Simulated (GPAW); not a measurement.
CsLiCr2Te2S3:

```
Cs Li Cr Te S
1.0
     3.42162   -5.18069    0.00784
     3.42162    5.18069    0.00784
    -2.90411    0.00000    7.43093
Cs Li Cr Te S
1 1 2 2 3
Cartesian
  0.6167 0.0000 0.0649
  2.4219 0.0000 4.1212
  0.1728 2.1297 4.1498
  0.1728 -2.1297 4.1498
  4.0786 1.5993 2.1688
  4.0786 -1.5993 2.1688
  2.0049 -2.1476 5.4598
  2.0049 2.1476 5.4598
  0.0600 0.0000 3.5978
```

The cell was built by a generator and needn't be a form met in nature.

Base run:

```yaml
Program: GPAW 26.7.0
Functional: PBE
Potentials_or_basis: GPAW PAW data sets (gpaw-data 1.2.1)
Cutoff: 800 eV
Basis: pw
k_mesh: 4 × 4 × 3
Occupations: fermi-dirac, width 0.05 eV
Spin: no spin polarisation
```

Its results: pressure -1.9 GPa; largest force 0.653 eV/Å.

Q: After a change of settings the same cell gave: pressure 0.2 GPa; net moment 4.02 μB per cell; site moments Cs -0.00; Li +0.00; Cr +2.20; Te -0.16; S -0.07 μB; largest force 0.107 eV/Å. Which change was it?
A. spin from no spin polarisation to collinear spin, antiferromagnetic start
B. spin from no spin polarisation to collinear spin, ferromagnetic start; hubbard terms from none to Cr d U = 4 eV
C. spin from no spin polarisation to collinear spin, ferromagnetic start

A: C.
